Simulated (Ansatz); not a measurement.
# TiSi2: the cost of one run

Method: DFT PBE, scalar-relativistic, plane waves, PAW, in Ansatz 0.2.0.

## Step 1: Starting point

It takes space group Fd-3m (No. 227, cubic). Conventional cell: a = 5.470 Å, b = 5.470 Å, c = 5.470 Å, α = 90.00°, β = 90.00°, γ = 90.00°. Si (site symmetry -43m) is surrounded by 4 Si at 2.37 Å.

Coordinates:

```xyz
2
Lattice="0.0000 2.7350 2.7350 2.7350 0.0000 2.7350 2.7350 2.7350 0.0000" Properties=species:S:1:pos:R:3 pbc="T T T"
Si    4.1026    4.1026    4.1026
Si    2.7350    2.7350    2.7350
```

It goes back to an entry of the Materials Project.

It is the result of an earlier relaxation at this level (volume 20.46 Å³/atom; gap on the mesh: 0.65 eV).

## Step 2: The second crystal, TiSi2

Symmetry: Fddd, No. 70, orthorhombic system. The conventional cell has a = 4.779 Å, b = 8.235 Å, c = 8.526 Å, α = 90.00°, β = 90.00°, γ = 90.00°. Around Ti (site symmetry 222) lie 10 Si at 2.55 to 2.78 Å. Si (site symmetry 2) is surrounded by 5 Si at 2.52 to 2.79 Å and 5 Ti at 2.55 to 2.78 Å.

## Step 3: A first look at the start (TiSi2)

Input file input.yaml:

```yaml
crystal:
  lattice:
    - [0.0, 4.11751631, 4.26289784]
    - [2.38951195, 0.0, 4.26289784]
    - [2.38951195, 4.11751631, 0.0]
  atoms:
    - { symbol: Ti, position: [0.5, 0.5, 0.5] }
    - { symbol: Ti, position: [0.75, 0.75, 0.75] }
    - { symbol: Si, position: [0.83743439, 0.16256561, 0.83743439] }
    - { symbol: Si, position: [0.16256561, 0.83743439, 0.16256561] }
    - { symbol: Si, position: [0.08743439, 0.41256561, 0.08743439] }
    - { symbol: Si, position: [0.41256561, 0.08743439, 0.41256561] }
basis:
  ecutwfc: 420
kpoints:
  mp_grid: { grid: [6, 6, 6] }
hamiltonian:
  xc: pbe
scf:
  occupations: { method: gaussian, width: 0.1 }
output:
  forces: true
  stress: true
  eigenvalues: true
```

The run is started by

```console
$ ansatz run input.yaml --threads 8 --pin off --max-ram 28672MiB --backend cpu --events-out ev --progress --plain --runs-dir out
```

What time and memory should one allow on 8 threads of Intel Xeon Platinum 8259CL at 2.50GHz (Skylake/Cascade Lake), shared host?

About 1.2 s, with a peak of 0.57 GiB.
